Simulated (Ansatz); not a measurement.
# C₆H₁₈FN₃Sn: a ladder of functionals and wavefunction methods

An exercise on one series of results from a longer session: the logs are not shown, and one member is left open.

Method: functionals in def2-TZVPP, the program's frozen cores in correlated methods; program: Ansatz 0.2.0, Gaussian basis.

Levels to be run: LDA (SPW92), PBE-D4, revPBE-D4, BLYP-D4, r2SCAN-D4, B97M-V, PBE0-D4, B3LYP-D4, r2SCANh-D4, r2SCAN0-D4, HSE06-D4, BHLYP-D4, CAM-B3LYP-D4, LC-ωPBE, ωB97X-V, ωB97M-V, B2PLYP, PBE-QIDH; CCSD(T)/def2-SVP; CCSD(T)/def2-TZVPP; MP2/def2-QZVPP; extrapolation to the limit; RPA on PBE.

1 further run of the same task is left out (for a known fault of the program).

## The relaxed structure

All runs share one geometry, relaxed beforehand with PBE0-D4 in a triple-zeta def2 set. Sn takes the def2 core potential; no spin-orbit term is included.

SMILES `C[N](C)[Sn]([F])([N](C)C)[N](C)C`, 29 atoms, charge 0, spin multiplicity 1.

Atoms are counted from 1 here; the program's logs count them from 0.

Bond lengths: C1–N2 1.442 Å, C1–H12 1.093 Å, C1–H13 1.102 Å, C1–H14 1.099 Å, N2–C3 1.443 Å, N2–Sn4 1.995 Å, C3–H15 1.101 Å, C3–H16 1.092 Å, C3–H17 1.098 Å, Sn4–F5 1.931 Å, Sn4–N6 1.998 Å, Sn4–N9 2.003 Å, N6–C7 1.443 Å, N6–C8 1.442 Å, C7–H18 1.101 Å, C7–H19 1.092 Å, C7–H20 1.099 Å, C8–H21 1.093 Å and more. Angles: N2–C1–H12 110.8°, N2–C1–H13 113.1°, N2–C1–H14 110.2°, H12–C1–H13 108.0°, H12–C1–H14 107.5°, H13–C1–H14 107.1°, C1–N2–C3 113.8°, C1–N2–Sn4 119.9°, C3–N2–Sn4 119.3°, N2–C3–H15 113.0°, N2–C3–H16 110.6°, N2–C3–H17 110.0°, H15–C3–H16 108.2°, H15–C3–H17 107.4°, H16–C3–H17 107.4°, N2–Sn4–F5 104.1°, N2–Sn4–N6 106.3°, N2–Sn4–N9 118.1° and more.

Coordinates:

```xyz
29
charge 0, multiplicity 1
C    -1.96079    1.05724    1.55369
N    -0.63868    0.56101    1.84619
C    -0.52785   -0.07343    3.13780
Sn    0.54837   -0.03857    0.35958
F     2.28515   -0.20876    1.18569
N     0.47476    1.39581   -1.03004
C     0.63845    2.78023   -0.65803
C     0.88382    1.10510   -2.38157
N     0.27224   -1.87757   -0.38431
C    -0.99264   -2.20034   -0.99487
C     1.38671   -2.61568   -0.92621
H    -1.99136    1.51751    0.56292
H    -2.73452    0.27295    1.58798
H    -2.24747    1.82574    2.28447
H    -1.19630   -0.94150    3.25038
H     0.49656   -0.40654    3.31636
H    -0.78371    0.64248    3.93025
H     1.67947    3.12567   -0.74890
H     0.32120    2.94193    0.37480
H     0.02138    3.42302   -1.30092
H     0.74061    0.04566   -2.60943
H     0.27824    1.67946   -3.09591
H     1.93947    1.35170   -2.57360
H    -1.21318   -3.26879   -0.86674
H    -1.02529   -1.98873   -2.07639
H    -1.80810   -1.64438   -0.52318
H     1.52664   -2.45830   -2.00844
H     2.31253   -2.33814   -0.41890
H     1.23469   -3.69258   -0.77216
```

Set-up of the first run:

Input file in.yaml:

```yaml
crystal:
  periodic: [false, false, false]
  atoms:
    - {symbol: C, position_ang: [-1.960787, 1.057239, 1.553687]}
    - {symbol: N, position_ang: [-0.638680, 0.561010, 1.846188]}
    - {symbol: C, position_ang: [-0.527846, -0.073434, 3.137803]}
    - {symbol: Sn, position_ang: [0.548373, -0.038567, 0.359576]}
    - {symbol: F, position_ang: [2.285152, -0.208761, 1.185686]}
    - {symbol: N, position_ang: [0.474765, 1.395811, -1.030040]}
    - {symbol: C, position_ang: [0.638452, 2.780235, -0.658033]}
    - {symbol: C, position_ang: [0.883817, 1.105099, -2.381571]}
    - {symbol: N, position_ang: [0.272235, -1.877568, -0.384308]}
    - {symbol: C, position_ang: [-0.992636, -2.200336, -0.994869]}
    - {symbol: C, position_ang: [1.386710, -2.615682, -0.926210]}
    - {symbol: H, position_ang: [-1.991364, 1.517515, 0.562915]}
    - {symbol: H, position_ang: [-2.734517, 0.272953, 1.587981]}
    - {symbol: H, position_ang: [-2.247469, 1.825738, 2.284473]}
    - {symbol: H, position_ang: [-1.196303, -0.941501, 3.250379]}
    - {symbol: H, position_ang: [0.496557, -0.406540, 3.316364]}
    - {symbol: H, position_ang: [-0.783710, 0.642475, 3.930251]}
    - {symbol: H, position_ang: [1.679468, 3.125666, -0.748901]}
    - {symbol: H, position_ang: [0.321197, 2.941933, 0.374799]}
    - {symbol: H, position_ang: [0.021383, 3.423020, -1.300915]}
    - {symbol: H, position_ang: [0.740612, 0.045665, -2.609428]}
    - {symbol: H, position_ang: [0.278240, 1.679458, -3.095911]}
    - {symbol: H, position_ang: [1.939471, 1.351698, -2.573604]}
    - {symbol: H, position_ang: [-1.213185, -3.268788, -0.866735]}
    - {symbol: H, position_ang: [-1.025289, -1.988730, -2.076390]}
    - {symbol: H, position_ang: [-1.808101, -1.644385, -0.523184]}
    - {symbol: H, position_ang: [1.526640, -2.458300, -2.008437]}
    - {symbol: H, position_ang: [2.312529, -2.338143, -0.418904]}
    - {symbol: H, position_ang: [1.234687, -3.692582, -0.772164]}
basis:
  gaussian: {orbitals: def2-TZVPP}
hamiltonian: {xc: lda}
output: {orbitals: {seedname: orbitals}}
```

Run with:

```sh
$ ansatz run in.yaml --threads 11 --pin off --events-out ev --progress --plain --max-ram 166912MiB --backend cuda --devices 0, --max-vram 75GiB
```

Steps of the session up to this table: LDA; PBE-D4 (GGA); revPBE-D4 (GGA); BLYP-D4 (GGA); r2SCAN-D4 (meta-GGA); B97M-V (meta-GGA); PBE0-D4 (hybrid); B3LYP-D4 (hybrid); r2SCANh-D4 (hybrid); r2SCAN0-D4 (hybrid); HSE06-D4 (hybrid); BHLYP-D4 (hybrid); CAM-B3LYP-D4 (range-separated); LC-ωPBE (range-separated); ωB97X-V (range-separated); ωB97M-V (range-separated); B2PLYP (double hybrid); PBE-QIDH (double hybrid).

One of the session's tables, all rows but one given; the rest of the session is left out.

It belongs to the step «Frontier levels by functional». 

| functional | HOMO (eV) | gap (eV) |
| --- | --- | --- |
| LDA (SPW92) | -5.03 | 3.17 |
| PBE-D4 | -4.90 | 3.36 |
| revPBE-D4 | -4.85 | 3.45 |
| BLYP-D4 | -4.80 | 3.33 |
| r2SCAN-D4 | -5.14 | 3.84 |
| B97M-V | ? | ? |
| PBE0-D4 | -6.21 | 5.71 |
| B3LYP-D4 | -6.01 | 5.19 |
| r2SCANh-D4 | -5.63 | 4.71 |
| r2SCAN0-D4 | -6.39 | 6.02 |
| HSE06-D4 | -5.81 | 4.93 |
| BHLYP-D4 | -7.48 | 8.02 |
| CAM-B3LYP-D4 | -7.59 | 8.14 |
| LC-ωPBE | -8.90 | 10.82 |
| ωB97X-V | -8.59 | 10.27 |
| ωB97M-V | -8.53 | 9.96 |

Q: Estimate the row for B97M-V from the others.

The run gave: HOMO (eV): -5.30; gap (eV): 3.90. In the column «HOMO (eV)» it lies between r2SCANh-D4 (-5.63) and r2SCAN-D4 (-5.14).
